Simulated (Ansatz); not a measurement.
**Manganese, hcp under m-r²SCAN: structure, energy and stiffness**

The plan for manganese in the hcp structure: relax it, solve it on a dense k-mesh, then scale the cell to 7 volumes from 88 to 112 % of the relaxed one and try a fit of the equation of state. The start is ferromagnetic. The k-meshes are 14×14×8 for the relaxation; 24×24×13 for the dense run; 16×16×9 for the volumes.

Computed with Ansatz 0.2.0 (DFT m-r2SCAN, plane waves (500 eV) with PAW, scalar-relativistic; the PAW data stem from PBE, with regenerated cores; m-r²SCAN is r²SCAN on the gauge-invariant kinetic-energy density, unless a step says otherwise).

**1. Starting point**

Symmetry: P6_3/mmc, No. 194, hexagonal system. The conventional cell has a = 2.552 Å, b = 2.552 Å, c = 4.167 Å, α = 90.00°, β = 90.00°, γ = 120.00°. Mn (site symmetry -6m2) is surrounded by 12 Mn at 2.55 Å.

Coordinates:

```cif
data_structure
_symmetry_space_group_name_H-M 'P 1'
_symmetry_Int_Tables_number 1
_cell_length_a 2.5518
_cell_length_b 2.5518
_cell_length_c 4.1671
_cell_angle_alpha 90.000
_cell_angle_beta 90.000
_cell_angle_gamma 120.000
_cell_volume 23.50
loop_
_atom_site_label
_atom_site_type_symbol
_atom_site_fract_x
_atom_site_fract_y
_atom_site_fract_z
_atom_site_occupancy
Mn1 Mn 0.33333 0.66667 0.25000 1
Mn2 Mn 0.66667 0.33333 0.75000 1
```

Starting moments (μB): +3 ×2.

**2. Geometry optimisation**

Contents of input.yaml:

```yaml
crystal:
  lattice:
    - [2.5517868831, 0.0, 0.0]
    - [-1.2758934415, 2.2099122658, 0.0]
    - [0.0, 0.0, 4.1670679801]
  atoms:
    - { symbol: Mn, position: [0.3333333333, 0.6666666667, 0.25], spin: 3.0 }
    - { symbol: Mn, position: [0.6666666667, 0.3333333333, 0.75], spin: 3.0 }
hamiltonian:
  xc: mr2scan
  pseudopotentials:
    kind: paw
    azcp:
      Mn: "pseudopotentials/Mn.paw.azcp"
basis:
  ecutwfc: 500
  fft_grid_basis: typed
kpoints:
  mp_grid: { grid: [14, 14, 8], shift: [0, 0, 0] }
magnetization:
  spin_polarized: true
scf:
  occupations: { method: fermi_dirac, width: 0.05 }
relax:
  max_steps: 60
  f_tol: 0.01
  cell: {}
```

Further steps of the session: Dense single point; The cell scaled to 88 % of its volume; The cell scaled to 92 % of its volume; The cell scaled to 96 % of its volume; The cell scaled to 100 % of its volume; The cell scaled to 104 % of its volume; The cell scaled to 108 % of its volume; The cell scaled to 112 % of its volume.

Q: Predict the outcome of this session. Wanted: space group; conventional cell; volume; shortest distance; gap on the mesh; magnetic state; relative to alpha-Mn; V₀, B₀, B₀′.

**Answer**, as computed:

```
                                     quantity                                   value
               space group (spins left aside)                      P6_3/mmc (No. 194)
                            conventional cell  a = 2.455 Å, c = 3.989 Å (c/a = 1.625)
                                       volume                          10.411 Å³/atom
                            shortest distance                                 2.447 Å
                              gap on the mesh            none (levels filled in part)
                               magnetic state                            non-magnetic
relative to alpha-Mn (A12), antiferromagnetic                            +81 meV/atom
                                  V₀, B₀, B₀′            10.405 Å³/atom, 309 GPa, 4.3
```

From the guessed start the volume shrank by 11.4 % in 6 steps. It lies 81 meV/atom above the element's reference form at the same level (alpha-Mn (A12), antiferromagnetic, from a run of its own); part of this is magnetic energy, as this run has no moments. The moments die out: the run ends non-magnetic. Levels at the Fermi energy are filled in part, as in a metal. The fitted modulus is 309 GPa, among the stiffest elements; letting shape and positions relax at each volume could only lower it. Relaxation kept the symmetry; phonons were not checked.
